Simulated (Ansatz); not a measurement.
## C2H8AsGa, SMILES C=[CH][GaH2-][AsH3+]: a single point from an input written key by key, step by step

Computed with the Python package of Ansatz (0.2.0).

Typed at the interpreter:
```pycon
>>> import ansatz as az
>>> import numpy as np
>>> DECK = '''
... crystal:
...   periodic: [false, false, false]
...   atoms:
...     - { symbol: C, position_ang: [-2.3894, 0.8848, 0.2192] }
...     - { symbol: C, position_ang: [-1.0633, 0.8134, 0.3216] }
...     - { symbol: Ga, position_ang: [-0.0644, -0.7351, -0.3993] }
...     - { symbol: As, position_ang: [2.3285, -0.42, 0.0225] }
...     - { symbol: H, position_ang: [-2.9524, 0.0924, -0.2636] }
...     - { symbol: H, position_ang: [-2.9203, 1.7418, 0.6205] }
...     - { symbol: H, position_ang: [-0.5115, 1.6121, 0.8066] }
...     - { symbol: H, position_ang: [-0.3217, -0.8473, -1.9848] }
...     - { symbol: H, position_ang: [-0.5667, -2.0815, 0.3267] }
...     - { symbol: H, position_ang: [2.8461, -1.6012, 0.9068] }
...     - { symbol: H, position_ang: [3.0849, -0.3983, -1.3458] }
...     - { symbol: H, position_ang: [2.53, 0.9389, 0.7695] }
... basis:
...   gaussian: { orbitals: def2-SVP }
... hamiltonian:
...   xc: b3lyp
... output:
...   forces: true
... '''
>>> session = az.Session.from_yaml(DECK)
>>> report = session.plan(threads=1).execute().report

>>> print(f'E = {report["free_energy_ev"]:.6f} eV = {report["free_energy_ev"] / 27.211386246:.7f} Ha')
E = -115408.260940 eV = -4241.1753630 Ha
>>> print('converged:', report['converged'], ' doubts:', report['published_state_doubts'] or 'none')
converged: True  doubts: none
>>> symbols = ['C', 'C', 'Ga', 'As', 'H', 'H', 'H', 'H', 'H', 'H', 'H', 'H']
>>> field = report['mean_field']
>>> print('<S^2> =', round(abs(field['state']['spin_squared']), 4), ' all-electron relativity setting:', field['relativity'])
<S^2> = 0.0  all-electron relativity setting: none
>>> print('passes:', field['passes'])
passes: {'evaluations': 16, 'products': 12}
>>> if 'symmetry' in field:
...     print('occupied orbitals by irrep:', field['symmetry']['occupied'])
...
occupied orbitals by irrep: [{'A': 42}, {'A': 42}]
>>> print('forces (eV/A)')
forces (eV/A)
>>> for symbol, f in zip(symbols, report['forces_ev_ang']):
...     print(f'  {symbol:2s} {f[0]:9.4f} {f[1]:9.4f} {f[2]:9.4f}')
...
  C     0.3936    0.2105    0.1538
  C     0.6842   -0.2803   -0.0768
  Ga   -2.0489   -0.7350   -0.6112
  As   -0.2487   -0.1175   -0.0878
  H    -0.3927   -0.1698   -0.1322
  H    -0.4992    0.2373    0.0739
  H    -0.0474    0.6116    0.3214
  H     0.5456    0.0096    0.1225
  H     0.5550    0.0574    0.0314
  H     0.3383    1.0391   -0.5668
  H     0.1495    0.0856    1.2179
  H     0.5707   -0.9486   -0.4460
>>> charges = report['charge_distribution']
>>> dipole = np.array(charges['dipole_moment_e_ang']) * 4.803205
>>> print('dipole (D): {:.3f} {:.3f} {:.3f}, length {:.3f}'.format(*dipole, np.linalg.norm(dipole)))
dipole (D): 6.191 0.972 1.175, length 6.377
>>> print('atom  Mulliken   Lowdin')
atom  Mulliken   Lowdin
>>> for symbol, m, l in zip(symbols, charges['mulliken_charges_e'], charges['lowdin_charges_e']):
...     print(f'{symbol:4s} {m:9.3f} {l:8.3f}')
...
C       -0.031    0.008
C       -0.120   -0.043
Ga       0.061   -0.449
As       0.214    0.578
H        0.019    0.011
H       -0.001   -0.009
H       -0.027   -0.007
H       -0.129   -0.076
H       -0.129   -0.076
H        0.049    0.022
H        0.049    0.022
H        0.043    0.019
```

Notes:
- Total energies depend on the basis set; only differences at equal settings carry meaning.
- The geometry is a force-field or estimated start, not a minimum of this method, and the basis set is short of its limit.
- The Löwdin charges here are taken after orthogonalising the functions within each atom; they differ from plain Löwdin charges, and their signs can be unphysical.
- b3lyp holds the VWN-RPA fit, as in Gaussian; the form of ORCA and Turbomole is b3lyp5.
- Hardware and time: 9.5 s on 1 thread of Arm Neoverse V1, on a shared host, peak memory 0.39 GiB.

(Lines on the test bed's own set-up are left out of the output.)
